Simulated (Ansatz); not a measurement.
## CHFSe, SMILES FC=[Se]: a ladder of basis sets, step by step

Computed with Ansatz 0.2.0 through its Python package.

The script reads `chfse.xyz`:
```text
4

F    -1.04450   -0.49540    0.60130
C    -0.08070    0.10850   -0.11480
Se    1.39460   -0.55500    0.35530
H    -0.21400    0.88160   -0.86220
```

Notebook, run cell by cell (the value of a cell's last expression is shown):

In [1]:
```python
from dataclasses import dataclass

import ansatz as az
```

In [2]:
```python
@dataclass(frozen=True)
class RunConfig:
    xc: str = "hf"
```

In [3]:
```python
opts = RunConfig()
```

In [4]:
```python
molecule = az.Crystal.molecule_from_extxyz("chfse.xyz")
```

In [5]:
```python
model = molecule.calculation().functional(opts.xc)
```

In [6]:
```python
energies = {}
for basis in ["cc-pVDZ", "cc-pVTZ"]:
    r = model.basis(gaussian=basis).run(threads=1, pin="off").report
    size = r["n_frozen"] + r["n_occupied"][0] + r["n_virtual"][0]
    energies[basis] = (r["reference_energy_ev"] / 27.211386246, r["free_energy_ev"] / 27.211386246)
    print(f"{basis:14s} {size:4d} orbitals  reference {energies[basis][0]:14.6f} Ha  total {energies[basis][1]:14.6f} Ha")
```
```text
cc-pVDZ          60 orbitals  reference   -2537.637072 Ha  total   -2537.637072 Ha
cc-pVTZ         117 orbitals  reference   -2537.760091 Ha  total   -2537.760091 Ha
```

In [7]:
```python
last = energies["cc-pVTZ"][1]
for basis, (_, total) in energies.items():
    print(f"{basis:14s} lies {27.211386 * (total - last):9.4f} eV above cc-pVTZ")
```
```text
cc-pVDZ        lies    3.3475 eV above cc-pVTZ
cc-pVTZ        lies    0.0000 eV above cc-pVTZ
```

Against cc-pVDZ: cc-pVTZ -123.0 mHa. The last step alone is -123.02 mHa. From the first set to the last the time grows from 0.6 to 1.2 s.

Reading the output:
- These settings explore the input space; basis and method may be short of convergence.
- The geometry is a force-field or estimated start, not a minimum of this method, and the last set is no limit. Much of the fall in a total is atomic energy, which cancels in bond and reaction energies.
- The whole script took 2.2 s on 1 thread of Arm Neoverse V2 (shared host), peak memory 0.26 GiB.
